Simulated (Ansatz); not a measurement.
# GeSb2Te4 (R-3m) in Ansatz: band structure with PBEsol

Aim: the band structure of GeSb2Te4 with PBEsol.

Everything below comes from runs of Ansatz 0.2.0. Logs are shortened: lines on timing, memory, paths and dates and some standing lists are left out, and cuts for length are marked.

## Step 1: Starting point

The structure is trigonal, space group R-3m (No. 166). The conventional cell has a = 4.319 Å, b = 4.319 Å, c = 39.684 Å, α = 90.00°, β = 90.00°, γ = 120.00°. Around Te (site symmetry 3m) lie 3 Ge at 3.01 Å and 3 Te at 3.31 Å. Te (site symmetry 3m) has 3 Sb at 3.03 Å and 3 Te at 3.31 Å as nearest neighbours. Around Sb (site symmetry 3m) lie 3 Te at 3.03 Å and 3 Sb at 3.24 Å. Ge (site symmetry -3m) is surrounded by 6 Te at 3.01 Å.

The cell is a database's computed one.

## Step 2: Band structure, PBEsol

The input, input.yaml:

```yaml
crystal:
  lattice:
    - [2.1592890373, 1.246666107, 13.2280394098]
    - [-2.1592890373, 1.246666107, 13.2280394098]
    - [0.0, -2.4933322139, 13.2280394098]
  atoms:
    - { symbol: Te, position: [0.708972, 0.708972, 0.708972] }
    - { symbol: Te, position: [0.291028, 0.291028, 0.291028] }
    - { symbol: Te, position: [0.569683, 0.569683, 0.569683] }
    - { symbol: Te, position: [0.430317, 0.430317, 0.430317] }
    - { symbol: Sb, position: [0.859411, 0.859411, 0.859411] }
    - { symbol: Sb, position: [0.140589, 0.140589, 0.140589] }
    - { symbol: Ge, position: [0.0, 0.0, 0.0] }
hamiltonian:
  xc: pbesol
  pseudopotentials: { kind: paw }
kpoints:
  mp_grid: { grid: [7, 7, 7] }
  band_path:
    path:
      - [[0.0, 0.0, 0.0], [0.5, 0.0, 0.0], [0.5, 0.1725879806, -0.1725879806]]
      - [[0.8274120194, 0.5, 0.1725879806], [0.5, 0.5, 0.5], [0.0, 0.0, 0.0], [0.3362939903, 0.0, -0.3362939903]]
      - [[0.6637060097, 0.3362939903, 0.0], [0.5, 0.5, 0.0], [0.6637060097, 0.6637060097, 0.1725879806], [0.5, 0.5, 0.5]]
      - [[0.5, 0.0, 0.0], [0.8274120194, 0.3362939903, 0.3362939903]]
    npoints: 10
scf:
  occupations: { method: fermi_dirac, width: 0.05 }
  n_extra_bands: 17
output:
  forces: true
  stress: true
  eigenvalues: true
  fatbands: true
```

Potentials or basis: Ansatz PAW.

Command:

```console
ansatz run input.yaml --threads 4 --pin off --max-ram 11264MiB --backend cpu --events-out ev --progress --plain --runs-dir out
```

Standard output:

```text
Warning: RAYON_NUM_THREADS=4 ignored (pool sized by the plan → 4); use --threads N
basis.fft_grid_basis auto: the FFT boxes are laid along the combinations [[1, 0, -1], [0, 1, -1], [0, 0, 1]] of the cell's own vectors, 4.319, 4.319 and 13.461 Å long. The dense box has 30×30×90 points. Along the cell's own vectors, as sized, it would have 90×90×90, 9.00 times as many. Of the 12 symmetry operations that the crystal satisfies within crystal.symmetry.tolerance (time reversal apart; of a slab, those that keep its plane) the dense box along the cell's own vectors carries 12, and the one as laid loses 8 of those. basis.fft_grid_basis: typed keeps the cell's own vectors: state it where this run's energies or levels are differenced outside the engine with another run's, or held beside a run that keeps those vectors.
scf.n_extra_bands = 17 over 54 filled bands (N_el = 108.0): the run solves 71 bands
Engine: ansatz 0.2.0, x86_64-unknown-linux-gnu
Pseudopotentials: kind: paw
Pseudopotential: Te, paw, valence charge 16, recommended cutoff 420 eV (normal), Te.paw.azcp
Pseudopotential: Sb, paw, valence charge 15, recommended cutoff 420 eV (normal), Sb.paw.azcp
Pseudopotential: Ge, paw, valence charge 14, recommended cutoff 420 eV (normal), Ge.paw.azcp
Functional definition: PBEsol
  exchange = pbesol_x
  correlation = pbesol_c
Crystal: 7 atoms, lattice volume = 213.652 Å³
Basis set: ecut = 420 eV, 4191 PW (Γ), FFT grids on a1−a3, a2−a3, a3, exchange–correlation on 60×60×180 points (8 copies of the dense FFT grid, shifted against one another)
Bands: 71, of which v1, the nominal top of the filled ones, is band 54 counted from 1 (53 counted from 0)
Symmetry: 12 space group operations
Space group: R-3m (ITA 166), of the structure as read, at distance tolerance 6.0e-5 Å
k-points: 44 of 343
Non-local potential: Te, projectors of the file, l = 0: 2, l = 1: 2, l = 2: 2, l = 3: 2
Non-local potential: Sb, projectors of the file, l = 0: 2, l = 1: 2, l = 2: 2, l = 3: 2
Non-local potential: Ge, projectors of the file, l = 0: 2, l = 1: 2, l = 2: 3, l = 3: 1
PAW form: soft (Blöchl's): semilocal exchange-correlation on the pseudo side does not see the compensation charge
PAW frozen core: Te, regenerated for the run's functional, and the local potential with it (the file was generated under x = pbe(κ = 0.804, μ = 0.2195149727645171), c = pbe(β = 0.06672455060314922))
PAW frozen core: Sb, regenerated for the run's functional, and the local potential with it (the file was generated under x = pbe(κ = 0.804, μ = 0.2195149727645171), c = pbe(β = 0.06672455060314922))
PAW frozen core: Ge, regenerated for the run's functional, and the local potential with it (the file was generated under x = pbe(κ = 0.804, μ = 0.2195149727645171), c = pbe(β = 0.06672455060314922))
PAW one-centre angular grid: Te, 590 points (default); XC on 64 Gauss nodes
PAW one-centre angular grid: Sb, 590 points (default); XC on 64 Gauss nodes
PAW one-centre angular grid: Ge, 590 points (default); XC on 64 Gauss nodes
Initial density: superposition of atomic densities (neutral atoms: chi_scale 0, normalization atom), corrected by the library's trained network
Initial wavefunctions: pseudopotential atomic-orbital guess
Functional: x = pbesol(κ = 0.804, μ = 0.12345679012345678), c = pbesol(β = 0.046)
SCF iter   1: F=—  HF=-44675.706586 eV  |F-HF|=—  |Δ(HF+E_count)|=         —  Δρ=3.05e-3  dr2=1.12e-1  ethr=1.77e-3  ⟨swp⟩=6.7  Hψ=12775  notcnv=0  defer=188
preconditioner: auto → Kerker (q_TF=auto, 2.435 Å⁻¹)  [metal: Δε(μ)=0.056 eV  Ē_g=9.637 eV  σ=0.050 eV  W_gap=0.27  n_scr=58 (ndim 8)  ℏωp=15.7 eV  f_vac=0.009  D(μ)=1.59/eV (n_scr^D=4)]
SCF iter   2: F=—  HF=-44675.692227 eV  |F-HF|=—  |Δ(HF+E_count)|=   1.44e-2  Δρ=1.65e-3  dr2=3.94e-2  ethr=1.04e-4  ⟨swp⟩=1.8  Hψ=3955  notcnv=0  defer=261
SCF iter   3: F=—  HF=-44675.688278 eV  |F-HF|=—  |Δ(HF+E_count)|=   3.95e-3  Δρ=4.03e-4  dr2=2.69e-3  ethr=3.64e-5  ⟨swp⟩=1.4  Hψ=2872  notcnv=0  defer=261
SCF iter   4: F=—  HF=-44675.688034 eV  |F-HF|=—  |Δ(HF+E_count)|=   2.44e-4  Δρ=2.03e-4  dr2=5.15e-4  ethr=2.49e-6  ⟨swp⟩=2.4  Hψ=4048  notcnv=0  defer=261
SCF iter   5: F=—  HF=-44675.687974 eV  |F-HF|=—  |Δ(HF+E_count)|=   6.01e-5  Δρ=9.82e-5  dr2=8.39e-5  ethr=4.77e-7  ⟨swp⟩=2.0  Hψ=3153  notcnv=0  defer=261
SCF iter   6: F=—  HF=-44675.687897 eV  |F-HF|=—  |Δ(HF+E_count)|=   7.70e-5  Δρ=6.14e-5  dr2=2.06e-5  ethr=7.77e-8  ⟨swp⟩=2.0  Hψ=3875  notcnv=0  defer=261
SCF iter   7: F=—  HF=-44675.687888 eV  |F-HF|=—  |Δ(HF+E_count)|=   9.09e-6  Δρ=2.32e-5  dr2=1.81e-6  ethr=1.90e-8  ⟨swp⟩=2.0  Hψ=3847  notcnv=0  defer=261
SCF iter   8: F=—  HF=-44675.687888 eV  |F-HF|=—  |Δ(HF+E_count)|=   3.43e-7  Δρ=7.63e-6  dr2=1.58e-7  ethr=1.67e-9  ⟨swp⟩=2.0  Hψ=4327  notcnv=0  defer=261
SCF iter   9: F=-44675.687888 eV  HF=-44675.687888 eV  |F-HF|=8.34e-9  |Δ(HF+E_count)|=   1.66e-8  Δρ=2.49e-6  dr2=2.44e-8  ethr=9.26e-11  ⟨swp⟩=15.5  Hψ=16833  notcnv=0
SCF 1 converged in 9 iterations: F = -44675.687888 eV  dr2 = 2.44e-8
NSCF: frozen V_eff on 94 k-points
SCF converged after 9 iterations
Free energy (F): -44675.687888 eV
Harris-Foulkes:  -44675.687888 eV  (|F-HF|=8.34e-9)
Internal energy: -44675.671855 eV  (E = F + TS)
E sigma→0 (E₀):  -44675.679872 eV
Entropy (-TS):   -0.016033 eV (-2.290 meV/atom)
Fermi energy:    9.262948 eV
--- Per-component energies (eV) ---
  E_band       = -1522.920005
  E_kinetic    = 1243.090682
  E_local      = -10403.830789  (includes V_loc(G=0)·N_el)
  E_nonlocal   = -89.232813
  E_hartree    = 5604.534301
  E_xc         = -841.569950
  E_vxc        = -671.884264  (∫ρ·V_xc dr)
  E_paw        = -29310.393286  (= ΣΔE_a)
  E_vpaw       = -2810.119376  (= ΣTr[D̂ρ^β])
  E_aug_tail   = -0.000484  (compensation charges beyond the density's cutoff)
  E_ewald      = -10881.350427
  E_core_change = 3.080911  (= ΣΔE_core)
  E_smearing   = -0.016033  (= −TS)
  E_closure    = -0.000000  (closes the sum)
  Σ components = -44675.687888   (vs F -44675.687888, Δ=0.00e0)
--- Forces (eV/Å), atoms counted from 1 ---
  atom   1  Te     0.00000000    -0.00000000    -0.10801869
  atom   2  Te     0.00000000     0.00000000     0.10801869
  atom   3  Te     0.00000000     0.00000000     0.01545508
  atom   4  Te     0.00000000    -0.00000000    -0.01545508
  atom   5  Sb     0.00000000    -0.00000000    -0.01761353
  atom   6  Sb     0.00000000     0.00000000     0.01761353
  atom   7  Ge     0.00000000     0.00000000     0.00000000
  max |Σ_I F_I| component: 2.31e-18 eV/Å
--- Stress (GPa, compression-positive) ---
       -2.530241       0.000000      -0.000000
        0.000000      -2.530241      -0.000000
       -0.000000      -0.000000      -2.803422
  P = ⅓ Tr σ = -2.6213 GPa (-26.213 kbar)
--- Band table (eV; the first three rows and the last of 44) ---
  k-point 0: bands = ["-28.2583", "-28.2583", "-28.2541", "-28.2541", "-28.2541", "-28.2541", "-28.2487", "-28.2487", "-28.2487", "-28.2487", "-27.3897", "-27.3895", "-27.3844", "-27.3844", "-27.3835", "-27.3835", "-27.3673", "-27.3673", "-27.3673", "-27.3673", "-20.0456", "-20.0456", "-20.0165", "-20.0165", "-20.0155", "-19.9893", "-19.9893", "-19.9852", "-19.9667", "-19.9667", "-15.3702", "-15.3702", "-15.3667", "-15.3643", "-15.3643", "-4.0270", "-3.6494", "-2.7563", "-1.4619", "-0.4428", "2.1891", "2.7718", "6.8392", "6.9924", "6.9924", "7.0586", "7.0586", "7.1046", "8.0352", "8.0352", "8.1965", "8.1965", "8.3247", "9.0995", "9.3539", "9.3539", "9.9271", "10.4380", "10.4380", "10.6512", "11.5679", "11.7794", "11.7794", "13.7342", "13.9555", "14.5332", "14.5332", "14.9033", "14.9033", "15.7365", "16.0822"]
  k-point 1: bands = ["-28.2582", "-28.2581", "-28.2541", "-28.2541", "-28.2541", "-28.2541", "-28.2486", "-28.2486", "-28.2484", "-28.2484", "-27.3896", "-27.3894", "-27.3845", "-27.3844", "-27.3836", "-27.3835", "-27.3674", "-27.3673", "-27.3671", "-27.3670", "-20.0452", "-20.0430", "-20.0168", "-20.0147", "-20.0134", "-19.9903", "-19.9898", "-19.9862", "-19.9701", "-19.9667", "-15.3707", "-15.3701", "-15.3664", "-15.3644", "-15.3641", "-3.8533", "-3.4978", "-2.5924", "-1.3941", "-0.3841", "1.9233", "2.5536", "5.7471", "6.1042", "6.2745", "6.5360", "6.7636", "7.0795", "7.4822", "7.6846", "7.8947", "8.5234", "8.8062", "9.0855", "9.3040", "9.6442", "9.9682", "11.1142", "11.1450", "11.4325", "11.7096", "11.8013", "12.4205", "13.1417", "13.8821", "14.6886", "14.7623", "15.0425", "15.2198", "15.6732", "15.7706"]
  k-point 2: bands = ["-28.2579", "-28.2578", "-28.2542", "-28.2542", "-28.2541", "-28.2541", "-28.2486", "-28.2486", "-28.2478", "-28.2478", "-27.3893", "-27.3891", "-27.3847", "-27.3845", "-27.3840", "-27.3835", "-27.3674", "-27.3672", "-27.3665", "-27.3664", "-20.0443", "-20.0357", "-20.0176", "-20.0097", "-20.0075", "-19.9936", "-19.9929", "-19.9874", "-19.9785", "-19.9667", "-15.3717", "-15.3699", "-15.3660", "-15.3644", "-15.3634", "-3.3629", "-3.0775", "-2.1606", "-1.2690", "-0.3650", "1.1726", "2.0150", "4.4146", "4.9458", "5.7250", "5.9516", "6.1823", "6.2662", "6.8238", "7.3910", "7.7297", "8.0523", "8.1121", "8.3359", "9.8347", "10.2669", "10.6735", "11.3709", "11.3898", "12.0596", "12.2657", "12.5715", "12.8005", "13.5159", "13.7119", "14.7484", "15.3640", "15.6052", "15.8667", "16.6014", "17.0577"]
  k-point 43: bands = ["-28.2582", "-28.2581", "-28.2541", "-28.2541", "-28.2541", "-28.2541", "-28.2487", "-28.2486", "-28.2484", "-28.2484", "-27.3896", "-27.3893", "-27.3845", "-27.3844", "-27.3836", "-27.3835", "-27.3674", "-27.3673", "-27.3671", "-27.3670", "-20.0452", "-20.0430", "-20.0168", "-20.0147", "-20.0134", "-19.9903", "-19.9898", "-19.9862", "-19.9701", "-19.9667", "-15.3707", "-15.3701", "-15.3664", "-15.3644", "-15.3641", "-3.7757", "-3.6409", "-2.3350", "-1.7665", "-0.0722", "1.6015", "2.7514", "5.7304", "6.0950", "6.3727", "6.4961", "6.8409", "6.9586", "7.5005", "7.6286", "7.9632", "8.4512", "8.7833", "8.9699", "9.5442", "9.8117", "9.8871", "10.7312", "10.9289", "11.6843", "11.9066", "12.0746", "12.2193", "13.3972", "13.8929", "14.0744", "14.5047", "14.7983", "15.4357", "16.2939", "16.4469"]
```

It took 37 s on 4 threads of AMD EPYC 7R43 (Zen 3), shared host; peak memory 1.1 GiB.

What came out:

```yaml
Free_energy: -44675.6879 eV
Pressure: -2.6 GPa
Largest_force: 0.108 eV/Å
Band_gap_on_the_k_mesh: none (metal or under the smearing width)
```

Forces in eV/Å, atoms in the order of the input:
```
Te   0.000  0.000 -0.108
Te   0.000  0.000  0.108
Te   0.000  0.000  0.015
Te   0.000  0.000 -0.015
Sb   0.000  0.000 -0.018
Sb   0.000  0.000  0.018
Ge   0.000  0.000  0.000
```

Levels at the corners of the path, in eV from the Fermi level:
```
point  band 50  band 51  band 52  band 53  band 54  band 55  band 56  band 57  band 58  band 59
    Γ    -1.23    -1.07    -1.07    -0.94    -0.16     0.09     0.09     0.66     1.18     1.18
    L    -2.16    -1.60    -1.43    -1.41    -0.50     0.13     0.75     1.03     2.07     2.12
   B1    -2.64    -2.53    -1.20    -1.09    -0.24     0.37     1.00     1.35     3.11     3.16
    B    -2.64    -2.53    -1.20    -1.09    -0.24     0.37     1.00     1.35     3.11     3.16
    Z    -1.33    -1.13    -0.85    -0.85    -0.16    -0.16     0.19     0.23     1.56     1.56
    Γ    -1.23    -1.07    -1.07    -0.94    -0.16     0.09     0.09     0.66     1.18     1.18
    X    -2.93    -2.19    -1.58    -0.72    -0.49     0.64     0.71     1.55     2.83     3.48
    Q    -2.93    -2.19    -1.58    -0.72    -0.49     0.64     0.71     1.55     2.83     3.48
    F    -2.59    -2.44    -2.07    -0.79    -0.17     0.05     0.10     1.60     1.95     2.95
   P1    -2.49    -2.28    -1.60    -0.96    -0.50     0.23     0.44     1.17     1.97     2.71
    Z    -1.33    -1.13    -0.85    -0.85    -0.16    -0.16     0.19     0.23     1.56     1.56
    L    -2.16    -1.60    -1.43    -1.41    -0.50     0.13     0.75     1.03     2.07     2.12
    P    -2.49    -2.28    -1.60    -0.96    -0.50     0.23     0.44     1.17     1.97     2.71
```

Caveat: spin-orbit coupling is left out, which moves the levels of the heavy elements; the PAW data sets come from PBE, with cores solved anew for the run's functional, which leaves a small shift of forces and pressure.
